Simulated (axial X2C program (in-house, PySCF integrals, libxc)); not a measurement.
# PdS⁺: bond curves with and without spin–orbit coupling, part 2 of 2

Computed with an in-house X2C program for linear molecules on PySCF integrals; all-electron X2C, Pd dyall-cv3z, S dyall-av3z. Earlier steps stand in the parts before.

### Step 9. PBE0, 2c

State followed: Ω = 3/2 (excess of +ω over −ω: ω = 3/2). The scan is laid around 2.135 Å, a first estimate of the minimum, and this SCF restarts from the orbitals of the search.

The SCF at the reference distance of 2.135 Å:

```text
two-component X2C + atomic mean field  PBE0
basis functions 212  fitting functions 989  grid points 5080
iter        total energy     max residual
   1      -5437.493673185     1.31e+01
   2      -5441.716152855     3.15e-02
   3      -5441.713371931     3.84e-02
   4      -5441.729921580     1.29e-02
   5      -5441.732648576     7.05e-03
   6      -5441.733363615     3.68e-04
   7      -5441.733366368     3.31e-04
   8      -5441.733368474     6.65e-05
   9      -5441.733368965     4.82e-05
  10      -5441.733369161     1.43e-05
  11      -5441.733369173     3.14e-06
  12      -5441.733369174     1.82e-06
converged
one-electron -7850.05630078  Coulomb 2398.89343480  exact exchange -41.89213599  xc functional -128.42214183  nuclear repulsion 182.42361931  atomic mean-field constant -2.67984468
```

Along the bond, energies from the lowest point:

| R (Å) | E (eV) | μ (D) | HOMO (eV) | LUMO (eV) | iterations |
| --- | --- | --- | --- | --- | --- |
| 1.857 | 0.8347 | -0.43 | -14.19 | -10.80 | 14 |
| 1.943 | 0.3240 | -0.33 | -14.23 | -10.78 | 13 |
| 2.007 | 0.1181 | -0.24 | -14.25 | -10.75 | 13 |
| 2.071 | 0.0204 | -0.14 | -14.27 | -10.70 | 13 |
| 2.135 | 0.0000 | -0.03 | -14.29 | -10.64 | 12 |
| 2.210 | 0.0431 | 0.11 | -14.31 | -10.55 | 14 |
| 2.284 | 0.1319 | 0.25 | -14.32 | -10.51 | 14 |
| 2.381 | 0.2818 | 0.42 | -14.18 | -10.49 | 15 |
| 2.498 | 0.4854 | 0.60 | -14.01 | -10.42 | 15 |
| 2.669 | 0.7759 | 0.74 | -13.87 | -10.28 | 15 |

Dipoles are positive if S is the positive end and refer to the centre of mass.

Outer spinors at the reference distance:

```json
{"ω": "1/2", "occupied": "yes", "ε (eV)": "-27.60", "atomic character": "73% S s, 11% Pd d, 9% Pd p", "λ mixture": "100% σ"}
{"ω": "-1/2", "occupied": "yes", "ε (eV)": "-25.02", "atomic character": "70% S s, 12% Pd d, 9% Pd p", "λ mixture": "100% σ"}
{"ω": "1/2", "occupied": "yes", "ε (eV)": "-18.08", "atomic character": "55% Pd d, 38% S p, 4% S s", "λ mixture": "100% σ"}
{"ω": "-1/2", "occupied": "yes", "ε (eV)": "-17.39", "atomic character": "60% Pd d, 36% S p", "λ mixture": "98% π, 2% σ"}
{"ω": "3/2", "occupied": "yes", "ε (eV)": "-17.26", "atomic character": "58% Pd d, 38% S p", "λ mixture": "100% π"}
{"ω": "-1/2", "occupied": "yes", "ε (eV)": "-16.27", "atomic character": "50% S p, 38% Pd d, 7% S s", "λ mixture": "97% σ, 3% π"}
{"ω": "-3/2", "occupied": "yes", "ε (eV)": "-15.84", "atomic character": "93% Pd d, 5% S p", "λ mixture": "62% δ, 38% π"}
{"ω": "1/2", "occupied": "yes", "ε (eV)": "-15.77", "atomic character": "81% Pd d, 15% S p", "λ mixture": "98% π, 2% σ"}
{"ω": "-3/2", "occupied": "yes", "ε (eV)": "-15.44", "atomic character": "87% Pd d, 10% S p", "λ mixture": "62% π, 38% δ"}
{"ω": "5/2", "occupied": "yes", "ε (eV)": "-15.32", "atomic character": "99% Pd d", "λ mixture": "100% δ"}
{"ω": "3/2", "occupied": "yes", "ε (eV)": "-15.09", "atomic character": "92% Pd d, 6% S p", "λ mixture": "90% δ, 10% π"}
{"ω": "-1/2", "occupied": "yes", "ε (eV)": "-14.77", "atomic character": "52% S p, 40% Pd d, 3% Pd p", "λ mixture": "98% π, 2% σ"}
{"ω": "-5/2", "occupied": "yes", "ε (eV)": "-14.67", "atomic character": "99% Pd d", "λ mixture": "100% δ"}
{"ω": "3/2", "occupied": "yes", "ε (eV)": "-14.60", "atomic character": "50% Pd d, 43% S p, 2% Pd p", "λ mixture": "91% π, 9% δ"}
{"ω": "1/2", "occupied": "yes", "ε (eV)": "-14.29", "atomic character": "44% S p, 37% Pd d, 13% Pd s", "λ mixture": "99% σ, 1% π"}
{"ω": "-1/2", "occupied": "no", "ε (eV)": "-10.64", "atomic character": "48% Pd d, 31% S p, 17% Pd s", "λ mixture": "99% σ, 1% π"}
{"ω": "1/2", "occupied": "no", "ε (eV)": "-10.51", "atomic character": "71% S p, 18% Pd d, 6% Pd p", "λ mixture": "100% π"}
{"ω": "-3/2", "occupied": "no", "ε (eV)": "-10.42", "atomic character": "70% S p, 19% Pd d, 6% Pd p", "λ mixture": "100% π"}
{"ω": "1/2", "occupied": "no", "ε (eV)": "-8.03", "atomic character": "51% Pd s, 26% Pd p, 10% S p", "λ mixture": "100% σ"}
```

PBE0 fields in the half plane through the axis: z from -2.4 to 4.5 Å across, distance from the axis 0.15 to 2.25 Å upwards; Pd lies at z = 0 and S at z = 2.135 Å; the ELF is damped to zero where the density is low.

log10 density (e/bohr³). Ten even steps from '0' (-5.41 ) to '9' (1.76 ):
```
000112222222222222221100
001222333333333333322110
012233344444444444332211
112334445444444544433221
122344555555555555543321
123345666665566666544322
123455677766666666554332
123456789876667986654432
```

ELF. Ten even steps from ' ' (0.00 ) to '@' (0.91 ):
```
                                                
                            ....::....          
                        ..::--==++==--::        
            ............::++**##%%##**==::      
          ..::::--::::::==##%%@@@@@@%%##==..    
          ::==****++--::++%%%%%%@@@@@@%%**--    
          ::**%%##%%**--**%%......%%@@@@##==..  
          --##..##::**--##**==%%%%--@@@@%%++..  
```

Re = 2.123 Å, ωe = 393 cm⁻¹, ωexe = 2.83 cm⁻¹, Be = 0.1522 cm⁻¹, De = 2.57 eV, μ = -0.05 D.

### Step 10. HF, 2c

The SCF at the reference distance of 2.135 Å:

```text
two-component X2C + atomic mean field  HF
basis functions 212  fitting functions 989  grid points 5080
iter        total energy     max residual
   1      -5438.987635324     3.93e-01
   2      -5439.023724236     1.53e-02
   3      -5439.031897534     1.21e-02
   4      -5439.035685350     1.11e-02
   5      -5439.040421289     7.63e-03
   6      -5439.044225030     2.35e-03
   7      -5439.044654954     1.33e-03
   8      -5439.044775225     1.26e-03
   9      -5439.044808053     1.18e-03
  10      -5439.044841568     1.07e-03
  11      -5439.044899764     8.28e-04
  12      -5439.044971355     3.32e-04
  13      -5439.044984485     8.40e-05
  14      -5439.044985257     2.72e-05
  15      -5439.044985367     1.21e-05
  16      -5439.044985391     1.02e-05
  17      -5439.044985403     8.88e-06
  18      -5439.044985417     6.41e-06
  19      -5439.044985429     2.74e-06
  20      -5439.044985432     6.11e-07
  21      -5439.044985432     3.19e-07
converged
one-electron -7850.74374781  Coulomb 2399.76124300  exact exchange -167.80625526  xc functional 0.00000000  nuclear repulsion 182.42361931  atomic mean-field constant -2.67984468
```

No constants are quoted: too few points lie around the minimum for a second fit to confirm the first.

### Step 11. PW91, 2c

Output at 2.135 Å:

```text
two-component X2C + atomic mean field  PW91
basis functions 212  fitting functions 989  grid points 5080
iter        total energy     max residual
   1      -5442.620060009     1.31e-01
   2      -5442.620315024     2.32e-02
   3      -5442.449311012     9.15e-02
   4      -5442.627060569     6.14e-03
   5      -5442.627580165     1.10e-03
   6      -5442.627576300     1.07e-03
   7      -5442.627593042     9.04e-05
   8      -5442.627593229     4.84e-05
   9      -5442.627593269     3.48e-05
  10      -5442.627593288     7.28e-06
  11      -5442.627593289     2.60e-06
converged
one-electron -7849.48066519  Coulomb 2398.27917958  exact exchange 0.00000000  xc functional -171.16988231  nuclear repulsion 182.42361931  atomic mean-field constant -2.67984468
```

Re = 2.120 Å, ωe = 421 cm⁻¹, ωexe = 2.04 cm⁻¹, Be = 0.1528 cm⁻¹, De = 3.43 eV, μ = 0.01 D.

### Step 12. MP2 and beyond, 2c

Correlated methods: 15 electrons correlated (frozen shells, counted by type: Pd 4 s, 3 p, 1 d; S 2 s, 1 p), 289 virtual spinors in MP2, 90 natural virtuals in coupled cluster.

Output of the correlated part at 2.135 Å:

```text
correlated 15  virtual 289  natural virtual 90  E(MP2) -0.468270806  MP2 remainder -0.041194170
iter   CCSD correlation   residual
   1     -0.415038343   1.41e-01
   2     -0.425865582   6.78e-02
   3     -0.430685882   4.18e-02
   4     -0.432635996   2.73e-02
   5     -0.434206058   1.46e-02
   6     -0.434464321   5.28e-03
   7     -0.434503731   2.22e-03
   8     -0.434526815   1.20e-03
   9     -0.434505303   8.03e-04
  10     -0.434515318   5.66e-04
  11     -0.434508729   3.71e-04
  12     -0.434516467   1.93e-04
  13     -0.434517073   1.07e-04
  14     -0.434517032   6.67e-05
  15     -0.434517328   4.07e-05
  16     -0.434517169   2.14e-05
  17     -0.434517075   9.62e-06
  18     -0.434517118   4.80e-06
  19     -0.434517073   2.70e-06
  20     -0.434517104   1.86e-06
  21     -0.434517105   1.41e-06
(T) -0.017781171  T1 0.0609  D1 0.1786  max T2 0.062
```

MP2: Re = 2.155 Å, ωe = 260.6 cm⁻¹, Be = 0.1479 cm⁻¹, De = 1.86 eV.

CCSD: Re = 2.187 Å, ωe = 283.5 cm⁻¹, Be = 0.1435 cm⁻¹, De = 1.81 eV. T1 at Re = 0.040 (Lee–Taylor, the printed value over √2).

CCSD(T): Re = 2.139 Å, ωe = 329 cm⁻¹, ωexe = 5.08 cm⁻¹, Be = 0.1501 cm⁻¹, De = 1.88 eV. T1 at Re = 0.043 (Lee–Taylor, the printed value over √2).

### Step 13. A higher determinant, 2c

State: Ω = 1/2 (excess of +ω over −ω: 2 × ω = -1/2, ω = 3/2).

Output at the reference distance:

```text
two-component X2C + atomic mean field  PBE0
basis functions 212  fitting functions 989  grid points 5080
iter        total energy     max residual
   1      -5437.463730505     1.31e+01
   2      -5441.706802738     3.15e-02
   3      -5441.704445848     3.82e-02
   4      -5441.721440701     1.13e-02
   5      -5441.723441541     6.99e-03
   6      -5441.724142526     3.65e-04
   7      -5441.724145576     3.32e-04
   8      -5441.724147754     8.30e-05
   9      -5441.724148496     5.45e-05
  10      -5441.724148750     1.40e-05
  11      -5441.724148758     2.00e-06
  12      -5441.724148758     8.15e-07
converged
one-electron -7849.86226722  Coulomb 2398.69813261  exact exchange -41.89014130  xc functional -128.41364749  nuclear repulsion 182.42361931  atomic mean-field constant -2.67984468
```

| R (Å) | E above the lowest PBE0 point (eV) |
| --- | --- |
| 1.857 | 1.109 |
| 1.943 | 0.592 |
| 2.007 | 0.382 |
| 2.071 | 0.279 |
| 2.135 | 0.251 |
| 2.210 | 0.280 |
| 2.284 | 0.351 |
| 2.381 | 0.474 |
| 2.498 | 0.646 |

Re = 2.135 Å, ωe = 368 cm⁻¹, ωexe = 3.25 cm⁻¹, Be = 0.1507 cm⁻¹, μ = -0.05 D. Te = 0.25 eV.

### Step 14. The 2c curves together

Energy (eV) of the followed determinant, 2c, from each level's lowest point:

| R (Å) | PBE0 | HF | MP2 | CCSD | CCSD(T) | PW91 |
| --- | --- | --- | --- | --- | --- | --- |
| 1.857 | 0.835 | 2.392 | 0.397 | n/a | n/a | 0.877 |
| 1.943 | 0.324 | 1.600 | 0.177 | 0.378 | 0.285 | 0.340 |
| 2.007 | 0.118 | 1.153 | 0.079 | 0.179 | 0.115 | 0.122 |
| 2.071 | 0.020 | 0.809 | 0.023 | 0.063 | 0.026 | 0.019 |
| 2.135 | 0.000 | 0.548 | 0.000 | 0.010 | 0.000 | 0.000 |
| 2.210 | 0.043 | 0.328 | 0.008 | 0.000 | 0.020 | 0.054 |
| 2.284 | 0.132 | 0.177 | 0.043 | 0.026 | 0.073 | 0.163 |
| 2.381 | 0.282 | 0.060 | 0.116 | 0.091 | 0.167 | 0.352 |
| 2.498 | 0.485 | 0.000 | 0.233 | n/a | n/a | 0.618 |
| 2.669 | 0.776 | 0.012 | 0.431 | n/a | n/a | 1.008 |

Time for the job: 3.6 min (1 thread of Arm Neoverse V2, shared host).

### Step 15. What came out

What follows sums up all 2 parts.

Lowest determinant that the search found at its distance, spin-free: M_S = 3/2, Λ = 0 (beyond closed shells: σα, π+α, π-α).

Lowest determinant that the search found at its distance, 2c: Ω = 3/2 (excess of +ω over −ω: ω = 3/2).

| Hamiltonian | level | Re (Å) | ωe (cm⁻¹) | De (eV) | μ (D) |
| --- | --- | --- | --- | --- | --- |
| spin-free | PBE0 | 2.122 | 395 | 2.63 | -0.04 |
| spin-free | MP2 | 2.139 | 269.6 | 2.02 | n/a |
| spin-free | CCSD | 2.177 | 298.2 | 1.98 | n/a |
| spin-free | CCSD(T) | 2.132 | 338 | 2.06 | n/a |
| spin-free | PW91 | 2.119 | 422 | 3.48 | 0.02 |
| 2c | PBE0 | 2.123 | 393 | 2.57 | -0.05 |
| 2c | MP2 | 2.155 | 260.6 | 1.86 | n/a |
| 2c | CCSD | 2.187 | 283.5 | 1.81 | n/a |
| 2c | CCSD(T) | 2.139 | 329 | 1.88 | n/a |
| 2c | PW91 | 2.120 | 421 | 3.43 | 0.01 |

Dipoles are positive if S is the positive end and refer to the centre of mass. No constants: spin-free HF (too few points lie around the minimum for a second fit to confirm the first); 2c HF (too few points lie around the minimum for a second fit to confirm the first).

Time per point (s) on 1 thread of Arm Neoverse V2, shared host (2c runs; CCSD comes with the CCSD(T) run); the times are rough: PBE0 0.86, MP2 1.2, CCSD(T) 8.6, PW91 0.38.

What this shows: At CCSD(T), going from spin-free to two-component changes Re by +6 mÅ, ωe by -2.6 %; the spin-free picture holds up (part of it comes from the scalar share of the two-electron terms). De moves by -0.18 eV; both De rest on single-determinant atoms, which can miss part of an open shell's spin–orbit lowering.

De refers to Pd+ + S, each in the lowest determinant found, which need not be this curve's own limit. The state is a single determinant with fixed occupations, the lowest that a limited PBE0 search found. Dissociation energies refer to the lowest single-determinant-based atoms at the same level and basis. Density functionals use the spin component along the axis (collinear). Coupled cluster ran in a truncated set of natural virtual spinors; the MP2 energy of the rest was added. With several unpaired electrons one determinant need not be a pure state. T1 at Re is 0.044 (Lee–Taylor), above the customary mark of 0.02.
